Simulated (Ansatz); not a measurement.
WF in Ansatz: the effect of functional

Crystal: WF.

```xyz
2
Lattice="1.3659 0.7886 5.0696 -1.3659 0.7886 5.0696 0.0000 -1.5772 5.0696" Properties=species:S:1:pos:R:3 pbc="T T T"
W     0.0000    0.0000   12.3818
F     0.0000    0.0000   14.2525
```

The cell was built by a generator and needn't be a form met in nature.

Alike in all runs:

```yaml
Program: Ansatz 0.2.0
Task: band structure
Potentials_or_basis: Ansatz PAW
k_mesh: 11 × 11 × 11
Occupations: fermi-dirac, width 0.05 eV
Spin: no spin polarisation
```

```csv
functional,cutoff,pressure (GPa)
LDA,420 eV (not typed: the program's choice for these potentials),-9.0
PBE,420 eV (not typed: the program's choice for these potentials),0.5
PBEsol,420 eV (not typed: the program's choice for these potentials),-4.9
RPBE,420 eV (not typed: the program's choice for these potentials),?
revPBE,420 eV (not typed: the program's choice for these potentials),3.0
BLYP,420 eV (not typed: the program's choice for these potentials),5.9
r2SCAN,500 eV (not typed: the program's choice for these potentials),-3.5
```

Q: What does the run with functional RPBE give?

A: Pressure 3.9 GPa.

Caveats: an odd number of electrons without spin polarisation forces a metal; a magnetic or distorted state may lie lower; the PAW data sets come from PBE, with cores solved anew for the run's functional, which leaves a small shift of forces and pressure (some runs).
